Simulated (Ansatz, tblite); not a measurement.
# (Cl)2Al-O-SiH3 (AlCl2H3OSi): charged states by level of theory

What does removing or adding an electron cost or gain for (Cl)2Al-O-SiH3 (AlCl2H3OSi)? Each charged state is run at several levels.

The runs use Ansatz 0.2.0, Gaussian basis; as each input shows.

The runs, in order: charge +1 doublet, at the geometry of the singlet (PBE0-D4/def2-TZVP, PBE-D4/def2-TZVP, r2SCAN-D4/def2-TZVP); charge -1 doublet, at the geometry of the singlet (PBE0-D4/def2-TZVPD, PBE-D4/def2-TZVPD, r2SCAN-D4/def2-TZVPD); the starting singlet's energies come from earlier runs.

### Step 1. The geometry

The geometry is that of the singlet, from an earlier relaxation (r2SCAN-D4/def2-SVP).

8 atoms, charge 0, spin multiplicity 1.

Atoms are counted from 1 here; the program's logs count them from 0.

Bond lengths: Al1–Cl2 2.084 Å, Al1–Cl3 2.084 Å, Al1–O4 1.676 Å, O4–Si5 1.655 Å, Si5–H6 1.492 Å, Si5–H7 1.492 Å, Si5–H8 1.492 Å. Angles: Cl2–Al1–Cl3 119.3°, Cl2–Al1–O4 120.3°, Cl3–Al1–O4 120.4°, Al1–O4–Si5 179.2°, O4–Si5–H6 109.7°, O4–Si5–H7 110.0°, O4–Si5–H8 109.7°, H6–Si5–H7 109.1°, H6–Si5–H8 109.3°, H7–Si5–H8 109.1°.

### Step 2. Charge +1 doublet at the fixed geometry, first pass, PBE0-D4/def2-SVP

in.yaml

```yaml
crystal:
  periodic: [false, false, false]
  atoms:
    - {symbol: Al, position_ang: [0.221070, -0.674242, -1.655398]}
    - {symbol: Cl, position_ang: [0.860530, 0.539229, -3.224655]}
    - {symbol: Cl, position_ang: [-0.166876, -2.689658, -2.018823]}
    - {symbol: O, position_ang: [0.021448, -0.035765, -0.118353]}
    - {symbol: Si, position_ang: [-0.186683, 0.574881, 1.405631]}
    - {symbol: H, position_ang: [-1.100797, 1.752938, 1.355426]}
    - {symbol: H, position_ang: [-0.780383, -0.465639, 2.295072]}
    - {symbol: H, position_ang: [1.131691, 0.998256, 1.961110]}
basis:
  gaussian: {orbitals: def2-SVP}
total_charge: 1
magnetization: {spin_polarized: true, initial_magnetization: 1}
hamiltonian: {xc: pbe0, dispersion: d4}
output: {orbitals: {seedname: orbitals}}
```

Command:

```
ansatz run in.yaml --threads 4 --pin off --events-out ev --progress --plain --max-ram 3916MiB
```

Log:

```text
Functional definition: PBE0
  name "PBE0"
  cite "Adamo & Barone, J. Chem. Phys. 110, 6158 (1999) doi:10.1063/1.478522"
  cite "Perdew, Burke & Ernzerhof, Phys. Rev. Lett. 77, 3865 (1996) doi:10.1103/PhysRevLett.77.3865"
  parent pbe
  parameter a = 0.25
  parameter kappa = 0.804
  parameter beta = 0.06672455060314922
  exchange = (1 - a)*pbe_x(kappa = kappa, mu = beta*pi^2/3) + a*exact_x
  correlation = pbe_c(beta = beta)
919 factors; integrals over basis functions are off by at most 1.2e-3 eV
mean field evaluation 1: about -41570.3498 eV, gradient 5.0e1 eV
mean field evaluation 2: about -41502.1017 eV, gradient 1.2e2 eV
mean field evaluation 4: about -41577.5821 eV, gradient 1.8e1 eV
mean field evaluation 8: about -41580.2897 eV, gradient 1.5e0 eV
mean field evaluation 16: about -41580.3968 eV, gradient 9.8e-4 eV
mean field evaluation 32: about -41580.3968 eV, gradient 2.5e-5 eV
mean field evaluation 64: about -41580.3651 eV, gradient 4.9e-1 eV
mean field -41580.39683642 eV, -1528.0513995330 hartree, gradient 9.7e-6 eV, S^2 0.756272; 8 other end points of the search recorded, 0 dependent functions left out
reference -41580.39686547 eV, -1528.0514006009 hartree; 36, 35 occupied and 65, 66 virtual orbitals, 919 factors
Total energy: -41580.56735181 eV, -1528.0576658581 hartree
```

Run time: 7 s. Hardware: 4 threads of Arm Neoverse V2, shared host.

From the report: HOMO -13.93 eV, LUMO -12.61 eV (over both spins); ⟨S²⟩ 0.756 (pure: 0.75).

### Step 3. Charge +1 doublet at the fixed geometry, PBE0-D4/def2-TZVP

start.molden holds the orbitals of an earlier run on this state, given as this run's starting guess.

Edit in.yaml of step 2 so:

```diff
@@ -12,3 +12,3 @@
 basis:
-  gaussian: {orbitals: def2-SVP}
+  gaussian: {orbitals: def2-TZVP, initial_orbitals: start.molden}
 total_charge: 1
@@ -16,2 +16,3 @@
 hamiltonian: {xc: pbe0, dispersion: d4}
+scf: {omitted_lower_state_checks: [starts]}
 output: {orbitals: {seedname: orbitals}}
```

Launched as before.

Log:

```text
Functional definition: PBE0
  name "PBE0"
  cite "Adamo & Barone, J. Chem. Phys. 110, 6158 (1999) doi:10.1063/1.478522"
  cite "Perdew, Burke & Ernzerhof, Phys. Rev. Lett. 77, 3865 (1996) doi:10.1103/PhysRevLett.77.3865"
  parent pbe
  parameter a = 0.25
  parameter kappa = 0.804
  parameter beta = 0.06672455060314922
  exchange = (1 - a)*pbe_x(kappa = kappa, mu = beta*pi^2/3) + a*exact_x
  correlation = pbe_c(beta = beta)
these checks for a lower state are left out or cut short: starts
1366 factors; their error is unknown
mean field evaluation 1: about -41593.0004 eV, gradient 1.3e2 eV
mean field evaluation 2: about -41596.5282 eV, gradient 4.4e0 eV
mean field evaluation 4: about -41596.7500 eV, gradient 1.3e-1 eV
mean field evaluation 8: about -41596.7501 eV, gradient 1.8e-5 eV
mean field -41596.75012539 eV, -1528.6523718182 hartree, gradient 9.9e-6 eV, S^2 0.757062; 0 other end points of the search recorded, 0 dependent functions left out
reference -41596.75016262 eV, -1528.6523731865 hartree; 36, 35 occupied and 161, 162 virtual orbitals, 1366 factors
Total energy: -41596.92064896 eV, -1528.6586384437 hartree
Checks for a lower state left out: starts
```

Wall time 9.5 s (4 threads of Arm Neoverse V2, shared host); peak memory 0.8 GiB.

From the report: HOMO -13.90 eV, LUMO -12.59 eV (over both spins); ⟨S²⟩ 0.757 (pure: 0.75).

### Step 4. Charge +1 doublet at the fixed geometry, PBE-D4/def2-TZVP

Edit in.yaml of step 3 so:

```diff
@@ -15,3 +15,3 @@
 magnetization: {spin_polarized: true, initial_magnetization: 1}
-hamiltonian: {xc: pbe0, dispersion: d4}
+hamiltonian: {xc: pbe, dispersion: d4}
 scf: {omitted_lower_state_checks: [starts]}
```

Same command.

Log:

```text
Functional definition: PBE
  name "PBE"
  cite "Perdew, Burke & Ernzerhof, Phys. Rev. Lett. 77, 3865 (1996) doi:10.1103/PhysRevLett.77.3865"
  parent pbe
  parameter kappa = 0.804
  parameter beta = 0.06672455060314922
  exchange = pbe_x(kappa = kappa, mu = beta*pi^2/3)
  correlation = pbe_c(beta = beta)
these checks for a lower state are left out or cut short: starts
1306 factors; their error is unknown
mean field evaluation 1: about -41593.7274 eV, gradient 1.1e1 eV
mean field evaluation 2: about -41593.8630 eV, gradient 2.3e-1 eV
mean field evaluation 4: about -41593.8530 eV, gradient 5.8e-3 eV
mean field evaluation 8: about -41593.8530 eV, gradient 5.0e-5 eV
mean field -41593.85296418 eV, -1528.5459031074 hartree, gradient 9.1e-6 eV, S^2 0.752134; 0 other end points of the search recorded, 0 dependent functions left out
reference -41593.85301391 eV, -1528.5459049351 hartree; 36, 35 occupied and 161, 162 virtual orbitals, 1306 factors
Total energy: -41594.04940123 eV, -1528.5531220361 hartree
Checks for a lower state left out: starts
```

It took 4.2 s on 4 threads of Arm Neoverse V2, shared host.

HOMO -12.75 eV, LUMO -12.68 eV (over both spins); ⟨S²⟩ 0.752 (pure: 0.75).

### Step 5. Charge +1 doublet at the fixed geometry, r2SCAN-D4/def2-TZVP

Edit in.yaml of step 4 so:

```diff
@@ -15,3 +15,3 @@
 magnetization: {spin_polarized: true, initial_magnetization: 1}
-hamiltonian: {xc: pbe, dispersion: d4}
+hamiltonian: {xc: r2scan, dispersion: d4}
 scf: {omitted_lower_state_checks: [starts]}
```

The command is unchanged.

Log:

```text
Functional definition: r2SCAN
  name "r2SCAN"
  cite "Furness, Kaplan, Ning, Perdew & Sun, J. Phys. Chem. Lett. 11, 8208 (2020) doi:10.1021/acs.jpclett.0c02405"
  cite "Furness, Kaplan, Ning, Perdew & Sun, J. Phys. Chem. Lett. 11, 9248 (2020) doi:10.1021/acs.jpclett.0c03077"
  parent r2scan
  parameter k0 = 0.174
  parameter k1 = 0.065
  parameter a1 = 4.9479
  exchange = r2scan_x(k0 = k0, k1 = k1, a1 = a1)
  correlation = r2scan_c
these checks for a lower state are left out or cut short: starts
1306 factors; their error is unknown
mean field evaluation 1: about -41610.0654 eV, gradient 7.3e0 eV
mean field evaluation 2: about -41610.1081 eV, gradient 1.0e-1 eV
mean field evaluation 4: about -41610.0947 eV, gradient 2.6e-3 eV
mean field evaluation 8: about -41610.0947 eV, gradient 6.1e-5 eV
mean field -41610.09474454 eV, -1529.1427775266 hartree, gradient 6.6e-6 eV, S^2 0.754956; 0 other end points of the search recorded, 0 dependent functions left out
reference -41610.09476140 eV, -1529.1427781464 hartree; 36, 35 occupied and 161, 162 virtual orbitals, 1306 factors
Total energy: -41610.14302641 eV, -1529.1445518528 hartree
Checks for a lower state left out: starts
```

Run time: 11 s. Hardware: 4 threads of Arm Neoverse V2, shared host.

Report: HOMO -13.13 eV, LUMO -12.89 eV (over both spins); ⟨S²⟩ 0.755 (pure: 0.75).

### Step 6. Vertical ionisation energy

Charged state less starting state, singlet to doublet; the starting state's energies are those of its earlier runs.

| level | vertical ionisation energy (eV) | time |
| --- | --- | --- |
| PBE-D4/def2-TZVP | +10.15 | 5.8 s |
| r2SCAN-D4/def2-TZVP | +10.43 | 15 s |
| PBE0-D4/def2-TZVP | +10.81 | 12 s |

Times add the two runs; a level without a time comes out of a correlated run.

Beside −ε(HOMO) of the starting state:

| level | −ε(HOMO) (eV) | by difference (eV) | mismatch (eV) |
| --- | --- | --- | --- |
| PBE-D4/def2-TZVP | 7.53 | 10.15 | -2.61 |
| r2SCAN-D4/def2-TZVP | 7.90 | 10.43 | -2.52 |
| PBE0-D4/def2-TZVP | 8.98 | 10.81 | -1.83 |

### Step 7. Charge -1 doublet at the fixed geometry, first pass, PBE0-D4/def2-SVP

Edit in.yaml of step 5 so:

```diff
@@ -12,7 +12,6 @@
 basis:
-  gaussian: {orbitals: def2-TZVP, initial_orbitals: start.molden}
-total_charge: 1
+  gaussian: {orbitals: def2-SVP}
+total_charge: -1
 magnetization: {spin_polarized: true, initial_magnetization: 1}
-hamiltonian: {xc: r2scan, dispersion: d4}
-scf: {omitted_lower_state_checks: [starts]}
+hamiltonian: {xc: pbe0, dispersion: d4}
 output: {orbitals: {seedname: orbitals}}
```

The command is unchanged.

Log:

```text
Functional definition: PBE0
  name "PBE0"
  cite "Adamo & Barone, J. Chem. Phys. 110, 6158 (1999) doi:10.1063/1.478522"
  cite "Perdew, Burke & Ernzerhof, Phys. Rev. Lett. 77, 3865 (1996) doi:10.1103/PhysRevLett.77.3865"
  parent pbe
  parameter a = 0.25
  parameter kappa = 0.804
  parameter beta = 0.06672455060314922
  exchange = (1 - a)*pbe_x(kappa = kappa, mu = beta*pi^2/3) + a*exact_x
  correlation = pbe_c(beta = beta)
919 factors; integrals over basis functions are off by at most 1.2e-3 eV
mean field evaluation 1: about -41588.0518 eV, gradient 2.2e1 eV
mean field evaluation 2: about -41583.1120 eV, gradient 4.3e1 eV
mean field evaluation 4: about -41590.3900 eV, gradient 1.7e0 eV
mean field evaluation 8: about -41590.5011 eV, gradient 1.5e-1 eV
mean field evaluation 16: about -41590.5014 eV, gradient 8.6e-5 eV
mean field -41590.50138657 eV, -1528.4227349020 hartree, gradient 2.2e-5 eV, S^2 0.753118; 2 other end points of the search recorded, 0 dependent functions left out
reference -41590.50142561 eV, -1528.4227363369 hartree; 37, 36 occupied and 64, 65 virtual orbitals, 919 factors
Total energy: -41590.71080950 eV, -1528.4304310529 hartree
```

Wall time 3.3 s (4 threads of Arm Neoverse V2, shared host).

Report: HOMO 2.26 eV, LUMO 4.01 eV (over both spins); ⟨S²⟩ 0.753 (pure: 0.75). Doubts: highest occupied level lies above zero.

### Step 8. Charge -1 doublet at the fixed geometry, PBE0-D4/def2-TZVPD

Edit in.yaml of step 7 so:

```diff
@@ -12,3 +12,3 @@
 basis:
-  gaussian: {orbitals: def2-SVP}
+  gaussian: {orbitals: def2-TZVPD, initial_orbitals: start.molden}
 total_charge: -1
@@ -16,2 +16,3 @@
 hamiltonian: {xc: pbe0, dispersion: d4}
+scf: {omitted_lower_state_checks: [starts]}
 output: {orbitals: {seedname: orbitals}}
```

Launched as before.

Log:

```text
Functional definition: PBE0
  name "PBE0"
  cite "Adamo & Barone, J. Chem. Phys. 110, 6158 (1999) doi:10.1063/1.478522"
  cite "Perdew, Burke & Ernzerhof, Phys. Rev. Lett. 77, 3865 (1996) doi:10.1103/PhysRevLett.77.3865"
  parent pbe
  parameter a = 0.25
  parameter kappa = 0.804
  parameter beta = 0.06672455060314922
  exchange = (1 - a)*pbe_x(kappa = kappa, mu = beta*pi^2/3) + a*exact_x
  correlation = pbe_c(beta = beta)
these checks for a lower state are left out or cut short: starts
1543 factors; their error is unknown
mean field evaluation 1: about -41602.7537 eV, gradient 1.3e2 eV
mean field evaluation 2: about -41606.9858 eV, gradient 6.1e0 eV
mean field evaluation 4: about -41607.6418 eV, gradient 4.1e-2 eV
mean field evaluation 8: about -41607.7216 eV, gradient 1.2e-5 eV
mean field -41607.72158664 eV, -1529.0555655825 hartree, gradient 1.2e-5 eV, S^2 0.752188; 0 other end points of the search recorded, 0 dependent functions left out
reference -41607.72163337 eV, -1529.0555672998 hartree; 37, 36 occupied and 208, 209 virtual orbitals, 1543 factors
Total energy: -41607.93101726 eV, -1529.0632620158 hartree
Checks for a lower state left out: starts
```

Run time: 15 s. Hardware: 4 threads of Arm Neoverse V2, shared host; peak memory 0.94 GiB.

HOMO 1.13 eV, LUMO 2.64 eV (over both spins); ⟨S²⟩ 0.752 (pure: 0.75). Doubts: highest occupied level lies above zero.

### Step 9. Charge -1 doublet at the fixed geometry, PBE-D4/def2-TZVPD

Edit in.yaml of step 8 so:

```diff
@@ -15,3 +15,3 @@
 magnetization: {spin_polarized: true, initial_magnetization: 1}
-hamiltonian: {xc: pbe0, dispersion: d4}
+hamiltonian: {xc: pbe, dispersion: d4}
 scf: {omitted_lower_state_checks: [starts]}
```

The command is unchanged.

Log:

```text
Functional definition: PBE
  name "PBE"
  cite "Perdew, Burke & Ernzerhof, Phys. Rev. Lett. 77, 3865 (1996) doi:10.1103/PhysRevLett.77.3865"
  parent pbe
  parameter kappa = 0.804
  parameter beta = 0.06672455060314922
  exchange = pbe_x(kappa = kappa, mu = beta*pi^2/3)
  correlation = pbe_c(beta = beta)
these checks for a lower state are left out or cut short: starts
1436 factors; their error is unknown
mean field evaluation 1: about -41604.2296 eV, gradient 1.1e1 eV
mean field evaluation 2: about -41604.3640 eV, gradient 2.1e-1 eV
mean field evaluation 4: about -41604.3528 eV, gradient 9.6e-3 eV
mean field -41604.35283937 eV, -1528.9317664037 hartree, gradient 2.9e-5 eV, S^2 0.752063; 0 other end points of the search recorded, 0 dependent functions left out
reference -41604.35290156 eV, -1528.9317686890 hartree; 37, 36 occupied and 208, 209 virtual orbitals, 1436 factors
Total energy: -41604.59451749 eV, -1528.9406479108 hartree
Checks for a lower state left out: starts
```

Wall time 5.5 s (4 threads of Arm Neoverse V2, shared host).

From the report: HOMO 1.48 eV, LUMO 1.99 eV (over both spins); ⟨S²⟩ 0.752 (pure: 0.75). Doubts: highest occupied level lies above zero.

### Step 10. Charge -1 doublet at the fixed geometry, r2SCAN-D4/def2-TZVPD

Edit in.yaml of step 9 so:

```diff
@@ -15,3 +15,3 @@
 magnetization: {spin_polarized: true, initial_magnetization: 1}
-hamiltonian: {xc: pbe, dispersion: d4}
+hamiltonian: {xc: r2scan, dispersion: d4}
 scf: {omitted_lower_state_checks: [starts]}
```

Same command.

Log:

```text
Functional definition: r2SCAN
  name "r2SCAN"
  cite "Furness, Kaplan, Ning, Perdew & Sun, J. Phys. Chem. Lett. 11, 8208 (2020) doi:10.1021/acs.jpclett.0c02405"
  cite "Furness, Kaplan, Ning, Perdew & Sun, J. Phys. Chem. Lett. 11, 9248 (2020) doi:10.1021/acs.jpclett.0c03077"
  parent r2scan
  parameter k0 = 0.174
  parameter k1 = 0.065
  parameter a1 = 4.9479
  exchange = r2scan_x(k0 = k0, k1 = k1, a1 = a1)
  correlation = r2scan_c
these checks for a lower state are left out or cut short: starts
1436 factors; their error is unknown
mean field evaluation 1: about -41620.6492 eV, gradient 7.4e0 eV
mean field evaluation 2: about -41620.6941 eV, gradient 1.0e-1 eV
mean field evaluation 4: about -41620.6793 eV, gradient 4.7e-3 eV
mean field evaluation 8: about -41620.6793 eV, gradient 1.5e-5 eV
mean field -41620.67925272 eV, -1529.5317510277 hartree, gradient 1.4e-5 eV, S^2 0.753804; 0 other end points of the search recorded, 0 dependent functions left out
reference -41620.67929100 eV, -1529.5317524346 hartree; 37, 36 occupied and 208, 209 virtual orbitals, 1436 factors
Total energy: -41620.73984389 eV, -1529.5339777121 hartree
Checks for a lower state left out: starts
```

Wall time 15 s (4 threads of Arm Neoverse V2, shared host).

Report: HOMO 1.52 eV, LUMO 2.40 eV (over both spins); ⟨S²⟩ 0.754 (pure: 0.75). Doubts: highest occupied level lies above zero.

### Step 11. Vertical electron affinity

Starting state less charged state (positive: the electron is bound), singlet to doublet; the starting state's energies are those of its earlier runs.

| level | vertical electron affinity (eV) | time |
| --- | --- | --- |
| PBE-D4/def2-TZVPD | +0.34 | 8.3 s |
| r2SCAN-D4/def2-TZVPD | +0.14 | 21 s |
| PBE0-D4/def2-TZVPD | +0.16 | 19 s |

Times add the two runs; a level without a time comes out of a correlated run.

Beside −ε(LUMO) of the starting state:

| level | −ε(LUMO) (eV) | by difference (eV) | mismatch (eV) |
| --- | --- | --- | --- |
| PBE-D4/def2-TZVPD | 2.21 | 0.34 | +1.87 |
| r2SCAN-D4/def2-TZVPD | 1.74 | 0.14 | +1.60 |
| PBE0-D4/def2-TZVPD | 1.40 | 0.16 | +1.24 |

### Step 12. Summary of results

| quantity | value |
| --- | --- |
| vertical ionisation energy, functionals in def2-TZVP | 10.15 (PBE-D4) to 10.81 eV (PBE0-D4) |
| vertical electron affinity, functionals in def2-TZVPD | 0.14 (r2SCAN-D4) to 0.34 eV (PBE-D4) |

In words: The vertical ionisation energy spans 10.15 to 10.81 eV over the functionals. −ε(HOMO) misses the level's own difference by -1.83 eV at best (PBE0-D4) and -2.61 eV at worst (PBE-D4). The vertical electron affinity spans 0.14 to 0.34 eV over the functionals. The anion's highest level lies above zero where self-interaction lifts it, so diffuse functions weigh on these values. −ε(LUMO) misses the level's own difference by +1.24 eV at best (PBE0-D4) and +1.87 eV at worst (PBE-D4).

The anion's highest level is positive in at least one run, so there the basis alone may hold the extra electron.
